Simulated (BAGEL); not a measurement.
# CH5BN2 (SMILES NC1BN1) at PBE0/cc-pVDZ (density fitting with qzvpp-jkfit)

Aim: the energy change on altering one bond length of CH5BN2 at PBE0/cc-pVDZ (density fitting with qzvpp-jkfit), from 2 runs. 

Program for the calculation: BAGEL 1.2.2.

2 further runs of the same task are left out: 2 that didn't finish. Runs told in other sessions of the task aren't counted.

### Step 1. Starting point

CH5BN2 has 9 atoms, charge 0, and is taken as a singlet. SMILES: `NC1BN1`. Geometry: relaxed at PBE0-D4/def2-TZVP. This is one conformer, not always the lowest.

Bond lengths: N1–C2 1.431 Å, C2–B3 1.561 Å, C2–N4 1.467 Å, B3–N4 1.341 Å, N1–H5 1.010 Å, N1–H6 1.010 Å, C2–H7 1.092 Å, B3–H8 1.184 Å, N4–H9 1.004 Å. Some angles: N1–C2–B3 121.1°, N1–C2–N4 117.3°, B3–C2–N4 52.5°, C2–B3–N4 60.2°, C2–N4–B3 67.4°, N1–C2–H7 115.1°, B3–C2–H7 121.0°, N4–C2–H7 113.6°, C2–N1–H5 112.4°, C2–N1–H6 112.7°.

### Step 2. The energy at PBE0/cc-pVDZ (density fitting with qzvpp-jkfit)

dft.json

```json
{ "bagel": [

{
  "title": "molecule",
  "basis": "cc-pvdz.json",
  "df_basis": "qzvpp-jkfit",
  "angstrom": true,
  "geometry": [
    { "atom": "N", "xyz": [    0.142900,    1.194400,   -0.640600 ] },
    { "atom": "C", "xyz": [   -0.364200,   -0.077200,   -0.222300 ] },
    { "atom": "B", "xyz": [    0.591200,   -1.194100,    0.303200 ] },
    { "atom": "N", "xyz": [   -0.130500,   -0.469900,    1.171500 ] },
    { "atom": "H", "xyz": [    0.784000,    1.117400,   -1.417000 ] },
    { "atom": "H", "xyz": [   -0.589900,    1.842600,   -0.892400 ] },
    { "atom": "H", "xyz": [   -1.366400,   -0.317200,   -0.582700 ] },
    { "atom": "H", "xyz": [    1.414200,   -2.039000,    0.194700 ] },
    { "atom": "H", "xyz": [   -0.392800,   -0.103200,    2.068300 ] }
  ]
},
{ "title": "ks", "xc_func": "pbe0" },
{ "title": "print", "file": "orbitals.molden", "orbitals": true }

]}
```

The basis set cc-pVDZ is read from a file made from the Basis Set Exchange's data (not shown).

Command:

```bash
BAGEL_NUM_THREADS=1 BAGEL dft.json > dft.out
```

The log of the run:

```text
* using 1 threads per process

  ===============================================================
  ===============================================================

  *** Geometry ***

  { "atom" : "N", "xyz" : [      0.270042,      2.257089,     -1.210559 ] },
  { "atom" : "C", "xyz" : [     -0.688238,     -0.145887,     -0.420086 ] },
  { "atom" : "B", "xyz" : [      1.117206,     -2.256522,      0.572965 ] },
  { "atom" : "N", "xyz" : [     -0.246609,     -0.887982,      2.213814 ] },
  { "atom" : "H", "xyz" : [      1.481545,      2.111580,     -2.677742 ] },
  { "atom" : "H", "xyz" : [     -1.114749,      3.482009,     -1.686392 ] },
  { "atom" : "H", "xyz" : [     -2.582122,     -0.599421,     -1.101143 ] },
  { "atom" : "H", "xyz" : [      2.672451,     -3.853152,      0.367930 ] },
  { "atom" : "H", "xyz" : [     -0.742284,     -0.195020,      3.908521 ] },

  Number of auxiliary basis functions:      394

  Since a DF basis is specified, we compute 2- and 3-index integrals:
    o Being stored without compression. Storage requirement is 0.021 GB

  Number of basis functions:       81
  Number of electrons      :       30

    * METHOD: MOLECULE                             0.17

  *** Kohn-Sham DFT ***

    * Removing 16986 points whose weight is below 1.00e-10
    * Grid points: 117168

  === Nuclear Repulsion ===
   109.4483437159

       - DIIS with orbital gradients will be used.

  === KS iteration (pbe0 / cc-pvdz.json) ===
      0       -149.18238998          0.11274834           0.35
      1       -141.43609619          0.16600491           0.33
      2       -156.03469134          0.12925408           0.33
      3       -172.53841320          0.05711154           0.32
      4       -171.85807079          0.07348717           0.32
      5       -175.12663332          0.01556879           0.31
      6       -175.18847471          0.01049280           0.32
      7       -175.22316119          0.00445942           0.32
      8       -175.22906752          0.00238746           0.33
      9       -175.23146276          0.00029214           0.32
     10       -175.23148224          0.00020791           0.32
     11       -175.23150227          0.00001894           0.33
     12       -175.23150239          0.00000739           0.33
     13       -175.23150241          0.00000167           0.32
     14       -175.23150242          0.00000153           0.32
     15       -175.23150242          0.00000015           0.32
     16       -175.23150242          0.00000006           0.33
     17       -175.23150242          0.00000001           0.33
     18       -175.23150242          0.00000001           0.32
    * SCF iteration converged.

    * Permanent dipole moment:
           (    0.372628,    -0.260058,     0.042406) a.u.

    * METHOD: KS                                   6.84

    * METHOD: PRINT                                0.02

  ===============================================================
```

It took 7.2 s on 1 thread of Arm Neoverse V1, shared host; peak memory 0.42 GiB.

### Step 3. The distorted shape

job.json

```json
{ "bagel" : [

{
  "title" : "molecule",
  "basis" : "cc-pvdz.json",
  "df_basis" : "qzvpp-jkfit",
  "angstrom" : true,
  "geometry" : [
    { "atom" : "N", "xyz" : [    0.362742,    0.999938,   -0.565059 ] },
    { "atom" : "C", "xyz" : [   -0.144358,   -0.271662,   -0.146759 ] },
    { "atom" : "B", "xyz" : [    0.811042,   -1.388562,    0.378741 ] },
    { "atom" : "N", "xyz" : [    0.089342,   -0.664362,    1.247041 ] },
    { "atom" : "H", "xyz" : [    1.003842,    0.922938,   -1.341459 ] },
    { "atom" : "H", "xyz" : [   -0.589900,    1.842600,   -0.892400 ] },
    { "atom" : "H", "xyz" : [   -1.146558,   -0.511662,   -0.507159 ] },
    { "atom" : "H", "xyz" : [    1.634042,   -2.233462,    0.270241 ] },
    { "atom" : "H", "xyz" : [   -0.172958,   -0.297662,    2.143841 ] }
  ]
},
{ "title" : "ks", "xc_func" : "pbe0" },
{ "title" : "print", "file" : "orbitals.molden", "orbitals" : true }

]}
```

The basis set cc-pVDZ is read from a file made from the Basis Set Exchange's data (not shown).

Command:

```bash
BAGEL_NUM_THREADS=1 BAGEL job.json > job.out
```

The log of the run:

```text
* using 1 threads per process

  ===============================================================
  ===============================================================

  *** Geometry ***

  { "atom" : "N", "xyz" : [      0.685483,      1.889609,     -1.067807 ] },
  { "atom" : "C", "xyz" : [     -0.272797,     -0.513367,     -0.277334 ] },
  { "atom" : "B", "xyz" : [      1.532647,     -2.624002,      0.715717 ] },
  { "atom" : "N", "xyz" : [      0.168832,     -1.255462,      2.356566 ] },
  { "atom" : "H", "xyz" : [      1.896986,      1.744100,     -2.534990 ] },
  { "atom" : "H", "xyz" : [     -1.114749,      3.482009,     -1.686392 ] },
  { "atom" : "H", "xyz" : [     -2.166681,     -0.966901,     -0.958392 ] },
  { "atom" : "H", "xyz" : [      3.087892,     -4.220631,      0.510681 ] },
  { "atom" : "H", "xyz" : [     -0.326843,     -0.562500,      4.051272 ] },

  Number of auxiliary basis functions:      394

  Since a DF basis is specified, we compute 2- and 3-index integrals:
    o Being stored without compression. Storage requirement is 0.021 GB

  Number of basis functions:       81
  Number of electrons      :       30

    * METHOD: MOLECULE                             0.17

  *** Kohn-Sham DFT ***

    * Removing 16572 points whose weight is below 1.00e-10
    * Grid points: 117582

  === Nuclear Repulsion ===
   108.2318988515

       - DIIS with orbital gradients will be used.

  === KS iteration (pbe0 / cc-pvdz.json) ===
      0       -149.15604147          0.11106779           0.35
      1       -141.43624628          0.16116336           0.32
      2       -155.65405211          0.12670883           0.32
      3       -172.38877914          0.05512513           0.32
      4       -167.88816683          0.09990587           0.32
      5       -175.10104930          0.01316326           0.32
      6       -175.14084399          0.01091050           0.32
      7       -175.18043807          0.00490148           0.33
      8       -175.18425606          0.00387204           0.32
      9       -175.19105724          0.00023140           0.32
     10       -175.19107528          0.00010202           0.32
     11       -175.19108009          0.00001856           0.32
     12       -175.19108026          0.00000566           0.32
     13       -175.19108027          0.00000379           0.32
     14       -175.19108027          0.00000155           0.32
     15       -175.19108027          0.00000026           0.32
     16       -175.19108027          0.00000010           0.32
     17       -175.19108027          0.00000005           0.33
     18       -175.19108027          0.00000001           0.33
     19       -175.19108027          0.00000001           0.34
    * SCF iteration converged.

    * Permanent dipole moment:
           (    0.370552,    -0.189465,     0.013931) a.u.

    * METHOD: KS                                   7.22

    * METHOD: PRINT                                0.02

  ===============================================================
```

Run time: 7.8 s. Hardware: 1 thread of Arm Neoverse V1, shared host; peak memory 0.42 GiB.

### Step 4. Summary of results

At PBE0/cc-pVDZ (density fitting with qzvpp-jkfit):

| quantity | value |
| --- | --- |
| first shape: total energy | -175.23150 Eh |
| first shape: dipole moment | 1.16 D |
| first shape: HOMO energy | -6.55 eV |
| first shape: LUMO energy | 0.64 eV |
| first shape: HOMO–LUMO gap | 7.19 eV |
| distorted shape: total energy | -175.19108 Eh |
| distorted shape: dipole moment | 1.06 D |
| distorted shape: HOMO energy | -6.51 eV |
| distorted shape: LUMO energy | 0.32 eV |
| distorted shape: HOMO–LUMO gap | 6.83 eV |
| energy change with the N1–H6 bond stretched from 1.010 to 1.313 Å | 1.100 eV |

In words: With the N1–H6 bond stretched from 1.010 to 1.313 Å the energy rises by 1.10 eV (25 kcal/mol). The first shape isn't relaxed at this level, so the change isn't measured from a minimum.
